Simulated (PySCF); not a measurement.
**CuNH2, a cluster of ions: interaction energy**

What interaction energy should one expect for `[Cu+]` with `[NH2-]`?

Computed with PySCF 2.14.0; each step states its level. No surroundings beyond the atoms listed, unless a continuum is named. Atoms count from 0, parts from 1.

### 1 Starting point

4 atoms, charge 0, multiplicity 1; geometry: GFN2-xTB. Parts: 1 = atom 0, `[Cu+]`, charge 1; 2 = atoms 1–3, `[NH2-]`, charge -1.

### 2 Optimising the geometry at PBE0-D3(BJ)/def2-SVPD

The job: settings as JSON, then the geometry in Å.

```
{"job": {"xc": "PBE0", "basis": "def2-SVPD", "d3": "d3bj", "grid": 2, "kind": "geom", "shake": 0.01}, "charge": 0, "multiplicity": 1, "parts": [{"atoms": "0-0", "charge": 1, "multiplicity": 1}, {"atoms": "1-3", "charge": -1, "multiplicity": 1}]}
Cu     0.259294    -0.332678     0.065810
N      1.254369    -1.771778    -0.199114
H      0.823742    -2.677136    -0.062958
H      2.205681    -1.794430     0.228251
```

Command:

```
OMP_NUM_THREADS=1 python cluster_run.py task.json out
```

This one command runs all jobs of the session in turn.

Output:

```text
step   0  E = -1695.86637283  max force = 0.029531
step   1  E = -1695.86846651  max force = 0.007916
step   2  E = -1695.86875109  max force = 0.001972
step   3  E = -1695.86879920  max force = 0.000850
step   4  E = -1695.86880439  max force = 0.000673
step   5  E = -1695.86880726  max force = 0.000127
optimisation converged
```

Run time: 12 s. Hardware: 1 thread of Intel Xeon Platinum 8259CL at 2.50GHz, shared host; peak memory 0.34 GiB.

Step by step:

```
step  energy from step 0 (eV)  largest force component (eV/Å)
   0                   0.0000                          1.5185
   1                  -0.0570                          0.4071
   2                  -0.0647                          0.1014
   3                  -0.0660                          0.0437
   4                  -0.0662                          0.0346
   5                  -0.0662                          0.0065
```

Distances of close pairs at the start and the end, largest changes first:

```csv
bond,before (Å),after (Å),change (Å)
Cu0–N1,1.770,1.818,+0.048
N1–H3,1.043,1.022,-0.021
N1–H2,1.012,1.022,+0.010
```

The next job starts from the end point, and lists it.

| at the end point | value |
| --- | --- |
| point group (found at 0.08 Å tolerance) | Cs |
| rotational constants (GHz, main isotopes) | 283.1, 11.252, 11.040 |
| dipole moment (D) | 3.23 |

Contacts at the end point (a selection, picked against the atoms' radii; other short pairs can be missing):

| atoms | distance (Å) | kind (by distance and angle) | angle (°) |
| --- | --- | --- | --- |
| Cu0···N1 | 1.82 | bonding distance | – |
| Cu0···H3 | 2.36 | inside the van der Waals sum | – |
| Cu0···H2 | 2.36 | inside the van der Waals sum | – |

Against the parts relaxed at this level the binding energy is -228.5 kcal/mol, without counterpoise.

### 3 Coupled-cluster interaction energy: CCSD(T) and MP2

The job: settings as JSON, then the geometry in Å.

```
{"job": {"kind": "intercc", "basis": "aug-cc-pVDZ", "basis_large": "aug-cc-pVTZ"}, "charge": 0, "multiplicity": 1, "parts": [{"atoms": "0-0", "charge": 1, "multiplicity": 1}, {"atoms": "1-3", "charge": -1, "multiplicity": 1}]}
Cu     0.279042    -0.354601     0.109509
N      1.315610    -1.795922    -0.281861
H      0.819679    -2.648135    -0.013049
H      2.148799    -1.778451     0.309701
```

Level: CCSD(T)/aug-cc-pVDZ and MP2/aug-cc-pVTZ counterpoise interaction energy, frozen core, gas phase.

Output:

```text
part 1, own basis, geometry of the cluster
final grid: 13040 points
cycle   1  E = -1638.6501935532  dE = -1.226e-01  |g| = 1.004e+00  |ddm| = 1.824e+00
cycle   2  E = -1638.6142933527  dE =  3.590e-02  |g| = 1.389e+00  |ddm| = 9.729e-01
cycle   3  E = -1638.7258976003  dE = -1.116e-01  |g| = 1.009e-01  |ddm| = 6.336e-01
cycle   4  E = -1638.7265589274  dE = -6.613e-04  |g| = 3.628e-03  |ddm| = 4.258e-02
cycle   5  E = -1638.7265628230  dE = -3.896e-06  |g| = 4.767e-04  |ddm| = 8.383e-03
cycle   6  E = -1638.7265628552  dE = -3.225e-08  |g| = 1.325e-05  |ddm| = 4.642e-04
cycle   7  E = -1638.7265628553  dE = -8.345e-11  |g| = 2.367e-06  |ddm| = 3.776e-05
converged SCF energy = -1638.7265628553

part 2, own basis, geometry of the cluster
final grid: 21736 points
cycle   1  E = -55.4738961792  dE = -2.161e-01  |g| = 4.987e-01  |ddm| = 2.595e+00
cycle   2  E = -55.5044250851  dE = -3.053e-02  |g| = 4.475e-01  |ddm| = 1.049e+00
cycle   3  E = -55.5480938156  dE = -4.367e-02  |g| = 2.308e-02  |ddm| = 4.926e-01
cycle   4  E = -55.5483966572  dE = -3.028e-04  |g| = 1.107e-02  |ddm| = 5.382e-02
cycle   5  E = -55.5484856608  dE = -8.900e-05  |g| = 3.511e-03  |ddm| = 3.076e-02
cycle   6  E = -55.5485057020  dE = -2.004e-05  |g| = 1.236e-03  |ddm| = 1.658e-02
cycle   7  E = -55.5485086231  dE = -2.921e-06  |g| = 2.997e-04  |ddm| = 7.698e-03
cycle   8  E = -55.5485087452  dE = -1.220e-07  |g| = 5.664e-05  |ddm| = 1.565e-03
cycle   9  E = -55.5485087490  dE = -3.868e-09  |g| = 1.195e-05  |ddm| = 2.646e-04
cycle  10  E = -55.5485087492  dE = -1.695e-10  |g| = 2.285e-06  |ddm| = 6.206e-05
converged SCF energy = -55.5485087492

part 1, own basis, relaxed alone: E = -1638.7265628553 (as before)

part 2, own basis, relaxed alone
final grid: 21736 points
cycle   1  E = -55.4744989366  dE = -2.252e-01  |g| = 4.959e-01  |ddm| = 2.576e+00
cycle   2  E = -55.5046396042  dE = -3.014e-02  |g| = 4.452e-01  |ddm| = 1.039e+00
cycle   3  E = -55.5479539179  dE = -4.331e-02  |g| = 2.288e-02  |ddm| = 4.882e-01
cycle   4  E = -55.5482492895  dE = -2.954e-04  |g| = 1.085e-02  |ddm| = 5.341e-02
cycle   5  E = -55.5483355616  dE = -8.627e-05  |g| = 3.484e-03  |ddm| = 3.006e-02
cycle   6  E = -55.5483554176  dE = -1.986e-05  |g| = 1.225e-03  |ddm| = 1.641e-02
cycle   7  E = -55.5483582434  dE = -2.826e-06  |g| = 2.840e-04  |ddm| = 7.565e-03
cycle   8  E = -55.5483583466  dE = -1.032e-07  |g| = 5.021e-05  |ddm| = 1.405e-03
cycle   9  E = -55.5483583498  dE = -3.210e-09  |g| = 1.137e-05  |ddm| = 2.348e-04
cycle  10  E = -55.5483583500  dE = -1.568e-10  |g| = 2.239e-06  |ddm| = 5.549e-05
converged SCF energy = -55.5483583500

cluster
final grid: 4728 points
cycle   1  E = -1694.5614843468  dE = -5.831e-02  |g| = 2.700e-01  |ddm| = 9.872e-01
cycle   2  E = -1694.5668678278  dE = -5.383e-03  |g| = 2.789e-01  |ddm| = 4.183e-01
cycle   3  E = -1694.5730785053  dE = -6.211e-03  |g| = 6.999e-02  |ddm| = 1.738e-01
cycle   4  E = -1694.5745945096  dE = -1.516e-03  |g| = 2.590e-02  |ddm| = 1.208e-01
cycle   5  E = -1694.5752301704  dE = -6.357e-04  |g| = 1.441e-02  |ddm| = 8.367e-02
cycle   6  E = -1694.5754857967  dE = -2.556e-04  |g| = 6.737e-03  |ddm| = 5.435e-02
cycle   7  E = -1694.5755715092  dE = -8.571e-05  |g| = 1.599e-03  |ddm| = 4.415e-02
cycle   8  E = -1694.5755761590  dE = -4.650e-06  |g| = 5.804e-04  |ddm| = 1.069e-02
cycle   9  E = -1694.5755766268  dE = -4.678e-07  |g| = 1.041e-04  |ddm| = 4.086e-03
cycle  10  E = -1694.5755766369  dE = -1.011e-08  |g| = 3.715e-05  |ddm| = 4.207e-04
cycle  11  E = -1694.5755766385  dE = -1.587e-09  |g| = 1.477e-05  |ddm| = 1.553e-04
cycle  12  E = -1694.5755766388  dE = -2.981e-10  |g| = 6.127e-06  |ddm| = 7.228e-05
converged SCF energy = -1694.5755766388

part 1 in the basis of the cluster
final grid: 4728 points
cycle   1  E = -1638.7266588720  dE = -9.575e-05  |g| = 1.963e-03  |ddm| = 3.415e-01
cycle   2  E = -1638.7266600985  dE = -1.226e-06  |g| = 2.930e-04  |ddm| = 4.111e-02
cycle   3  E = -1638.7266601256  dE = -2.714e-08  |g| = 2.026e-04  |ddm| = 6.219e-03
cycle   4  E = -1638.7266601283  dE = -2.682e-09  |g| = 3.733e-05  |ddm| = 2.058e-04
cycle   5  E = -1638.7266601286  dE = -3.251e-10  |g| = 7.579e-06  |ddm| = 1.389e-04
converged SCF energy = -1638.7266601286

part 2 in the basis of the cluster
final grid: 4728 points
cycle   1  E = -55.5487655336  dE = -2.441e-04  |g| = 4.274e-03  |ddm| = 3.153e-01
cycle   2  E = -55.5488068334  dE = -4.130e-05  |g| = 1.802e-03  |ddm| = 1.036e-01
cycle   3  E = -55.5488189460  dE = -1.211e-05  |g| = 1.306e-03  |ddm| = 6.020e-02
cycle   4  E = -55.5488207597  dE = -1.814e-06  |g| = 4.632e-04  |ddm| = 1.598e-02
cycle   5  E = -55.5488214132  dE = -6.536e-07  |g| = 2.007e-04  |ddm| = 8.716e-03
cycle   6  E = -55.5488214922  dE = -7.902e-08  |g| = 3.131e-05  |ddm| = 2.311e-03
cycle   7  E = -55.5488214936  dE = -1.409e-09  |g| = 7.488e-06  |ddm| = 5.361e-04
cycle   8  E = -55.5488214937  dE = -7.293e-11  |g| = 1.756e-06  |ddm| = 1.759e-04
converged SCF energy = -55.5488214937

Interaction energy (kcal/mol)
  counterpoise     -219.058
  uncorrected      -222.052
  dispersion part     0.000
  deformation         0.115
  binding          -218.942

Decomposition of the uncorrected value (kcal/mol)
  electrostatic    -303.574
  Pauli             160.443
  orbital           -45.431
  dispersion          0.000
  correlation       -33.490

Charge of each part in the cluster: 0.878 -0.878
part 1 in the basis of the cluster: E(HF) = -1638.726092255  E2 = -0.656768327  E(CCSD corr) = -0.558297859  (T) = -0.013838287
part 2 in the basis of the cluster: E(HF) = -55.536867758  E2 = -0.223614476  E(CCSD corr) = -0.230034169  (T) = -0.009258729
cluster: E(HF) = -1694.562592430  E2 = -0.925642212  E(CCSD corr) = -0.819513801  (T) = -0.028436803

Counterpoise interaction energy (kcal/mol)
  hf_small                -188.022
  mp2_small               -216.423
  ccsd_small              -207.589
  ccsdt_small             -210.940
  hf_large                -188.312
  mp2_large               -219.058
  scs_mp2_large           -212.625
  mp2_limit               -220.045
  ccsdt_less_mp2             5.483
  ccsdt_limit_estimate    -214.562
  bsse_mp2_large             2.994
```

Wall time 1.9 min (1 thread of Intel Xeon Platinum 8259CL at 2.50GHz, shared host); peak memory 0.8 GiB.

Contacts at this geometry (a selection, picked against the atoms' radii; other short pairs can be missing):

```
   atoms  distance (Å)  kind (by distance and angle)  angle (°)
Cu0···N1          1.82              bonding distance          –
Cu0···H3          2.36  inside the van der Waals sum          –
Cu0···H2          2.36  inside the van der Waals sum          –
```

```
                 method  interaction energy (kcal/mol)  from CCSD(T), limit estimate (kcal/mol)
         HF/aug-cc-pVDZ                        -188.02                                   +26.54
        MP2/aug-cc-pVDZ                        -216.42                                    -1.86
       CCSD/aug-cc-pVDZ                        -207.59                                    +6.97
    CCSD(T)/aug-cc-pVDZ                        -210.94                                    +3.62
         HF/aug-cc-pVTZ                        -188.31                                   +26.25
        MP2/aug-cc-pVTZ                        -219.06                                    -4.50
    SCS-MP2/aug-cc-pVTZ                        -212.62                                    +1.94
      MP2, extrapolated                        -220.04                                    -5.48
CCSD(T), limit estimate                        -214.56                                        0
```

These energies keep the parts at their geometry in the cluster; deforming them to it costs 0.12 kcal/mol (MP2).

### 4 Results

| quantity | value |
| --- | --- |
| point group | Cs |
| rotational constants (main isotopes) | 283.09, 11.25, 11.04 GHz |
| interaction energy, CCSD(T) limit estimate | -214.6 kcal/mol |
| MP2/aug-cc-pVTZ | -219.1 kcal/mol |
| T1 diagnostic | 0.0411 |

In words: The optimisation took 5 steps and gained 0.066 eV; among the close pairs (by a distance rule), Cu0–N1 changed most, from 1.770 to 1.818 Å. No frequency check was run at this level, so the end point may be a saddle. At this geometry a test (T1, the size of the triples or of CCSD(T) less MP2, charge moved between the parts) flags the run, so its CCSD(T) estimate is not taken as a benchmark. The estimate adds CCSD(T) less MP2 in the small basis (+5.48 kcal/mol) to extrapolated MP2. Hartree-Fock gives -188.3 against -214.6 kcal/mol. T1 is over 0.02, so one reference may not be enough. Tight-binding geometries are rough for metal atoms; that holds for every run here that uses one unrelaxed.
